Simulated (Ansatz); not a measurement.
What does this script print? It uses Ansatz's Python interface.

The script, `md_ch4bclsi.py`:
```python
# -*- coding: utf-8 -*-
"""A short Born-Oppenheimer trajectory of CH4BClSi."""

import ansatz as az
import numpy as np

ch4bclsi = (
    az.Crystal.molecule()
    .atom("Cl", (-2.0383, 0.7517, -0.4745))
    .atom("C", (-0.3288, 0.5751, -0.5853))
    .atom("B", (0.3365, 0.6844, 0.8119))
    .atom("Si", (0.2651, -1.0686, -0.1993))
    .atom("H", (0.2174, 1.0793, -1.4266))
    .atom("H", (0.7188, 1.3247, 1.7626))
    .atom("H", (1.5846, -1.4902, -0.5427))
    .atom("H", (-0.6632, -1.9137, 0.598))
)

calc = (
    ch4bclsi.calculation()
    .basis(gaussian="6-31G*")
    .functional("HF")
    .md("nvt_nose_hoover", timestep=0.5, steps=20, temperature=500, initial_velocities="maxwell_boltzmann", seed=51, thermostat_time=50)
)
frames = []
res = calc.session().plan().execute(on_event=lambda e: frames.append(e["data"]) if e["event"] == "md_step" else None)
print("t (fs)   E_pot (eV)      E_kin (eV)   T (K)   d(0-1) (A)")
for f in frames[::2]:
    xyz = np.array(f["positions_ang"])
    print(f"{f['time_fs']:6.2f} {f['lagrangian_ev']:14.5f} {f['e_kin_ev']:10.5f} {f['temperature_k']:8.1f} {np.linalg.norm(xyz[0] - xyz[1]):9.4f}")
kept = np.array([f["conserved_ev"] for f in frames])
print(f"conserved energy moves by at most {1000 * np.ptp(kept):.3f} meV")
```

`python md_ch4bclsi.py` gives:
```text
t (fs)   E_pot (eV)      E_kin (eV)   T (K)   d(0-1) (A)
  0.00   -22126.88607    0.38778    500.0    1.7222
  1.00   -22126.90828    0.40998    528.6    1.7165
  2.00   -22126.96843    0.46970    605.6    1.7124
  3.00   -22127.04350    0.54428    701.8    1.7100
  4.00   -22127.11401    0.61459    792.5    1.7092
  5.00   -22127.18605    0.68606    884.6    1.7097
  6.00   -22127.26282    0.76111    981.4    1.7117
  7.00   -22127.31575    0.81169   1046.6    1.7152
  8.00   -22127.32097    0.81447   1050.2    1.7205
  9.00   -22127.29351    0.78421   1011.2    1.7279
 10.00   -22127.26725    0.75439    972.7    1.7373
conserved energy moves by at most 1.590 meV
```

Reading the output:
- Total energies depend on the basis set; only differences at equal settings carry meaning.
- The trajectory is only some femtoseconds long, so its temperature is not equilibrated; where the script doesn't relax first, it starts from a rough generated geometry.
- The temperature counts the internal degrees of freedom alone.
- Wall time of the script: 32 s on 1 thread of Intel(R) Xeon(R) Platinum 8488C (Sapphire Rapids) (shared host), peak memory 0.22 GiB.

(A comment or docstring line of the script was reworded after the run, the code is as it ran; lines on the test bed's own set-up are left out of the output.)
